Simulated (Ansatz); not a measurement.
# CaTi2P2: one run, from forces to fields

The system is CaTi2P2, a structure type of another compound, with these elements put in. Wanted, at the geometry given: its forces and stress, its levels, and how its atoms share the electrons.

All numbers below are computed with Ansatz 0.2.0 (DFT, r2SCAN, no spin polarisation, plane waves, PAW).

### 1 The cell

Symmetry: P-3m1, No. 164, trigonal system. Conventional cell: a = 4.021 Å, b = 4.021 Å, c = 6.610 Å, α = 90.00°, β = 90.00°, γ = 120.00°. Around Ti (site symmetry 3m) lie 4 P at 2.46 to 2.62 Å. Around Ca (site symmetry -3m) lie 6 P at 2.81 Å. Around P (site symmetry 3m) lie 4 Ti at 2.46 to 2.62 Å and 3 Ca at 2.81 Å.

Coordinates:

```
Ti Ca P
1.0
     2.01044    3.48218    0.00000
    -2.01044    3.48218    0.00000
     0.00000    0.00000    6.60996
Ti Ca P
2 1 2
Direct
  0.33330 0.33340 0.63690
  0.66670 0.66660 0.36310
  0.00000 0.00000 0.00000
  0.33330 0.33340 0.24050
  0.66670 0.66660 0.75950
```

The run starts from a saved solution of this cell (checkpoint.read), perhaps found on another mesh.

### 2 The run

File input.yaml:

```yaml
crystal:
  lattice:
    - [2.010438, 3.482181, 0.0]
    - [-2.010438, 3.482181, 0.0]
    - [0.0, 0.0, 6.609956]
  atoms:
    - { symbol: Ti, position: [0.3333, 0.3334, 0.6369] }
    - { symbol: Ti, position: [0.6667, 0.6666, 0.3631] }
    - { symbol: Ca, position: [0.0, 0.0, 0.0] }
    - { symbol: P, position: [0.3333, 0.3334, 0.2405] }
    - { symbol: P, position: [0.6667, 0.6666, 0.7595] }
  symmetry: { tolerance: 0.0003 }
kpoints:
  mp_grid: { grid: [10, 10, 5], shift: [0, 0, 0] }
  band_path:
    path:
      - [0.0, 0.0, 0.0]
      - [0.50000002, 2.0e-08, 0.0]
      - [0.66666668, 0.33333335, 0.0]
      - [0.0, 0.0, 0.0]
      - [0.0, 0.0, 0.5]
      - [0.50000002, 2.0e-08, 0.5]
      - [0.66666668, 0.33333335, 0.5]
      - [0.0, 0.0, 0.5]
      - [0.50000002, 2.0e-08, 0.5]
      - [0.50000002, 2.0e-08, 0.0]
      - [0.66666668, 0.33333335, 0.5]
    npoints: 6
magnetization:
  spin_polarized: false
scf:
  occupations: { method: methfessel_paxton, width: 0.1649 }
  lower_state_search: "off"
  max_iter: 200
hamiltonian:
  pseudopotentials: { kind: paw }
  xc: r2scan
basis:
  ecutwfc: 500
  fft_grid_basis: typed
output:
  forces: true
  stress: true
  eigenvalues: true
  bader: true
  populations: true
  elf: true
  write_potential: true
  volumetric_format: npy
  dos:
    e_range: [-12, 8]
    de: 0.05
    projected: { site_lists: { Ca: [Ca], P: [P], Ti: [Ti] } }
checkpoint:
  read: saved_state
```

What does the calculation give? Wanted: largest force; pressure; character; Bader charges.

The runs gave:

| quantity | value |
| --- | --- |
| largest force | 1.067 eV/Å on Ti |
| pressure | 3.9 GPa |
| formation energy (elements from separate runs) | -1.04 eV/atom |
| character | metal |
| density of states, mean within 0.25 eV of the Fermi level | 5.8 per eV per cell |
| Bader charges | Ti +1.25, Ca +1.34, P -1.92 e |

It is a metal; within 0.25 eV of the Fermi level the density of states averages 5.8 per eV per cell, mostly Ti d (81 %). The pressure of 3.9 GPa says the cell is too small, and unequal principal stresses would change its shape. By Bader's partition Ca gives up most (+1.34 e) and P takes most (-1.92 e). Set against separate runs on the elements (Ti hcp, Ca fcc, P black phosphorus), it forms at -1.04 eV per atom, a bound cell by that test.

Caveats: wide smearing.
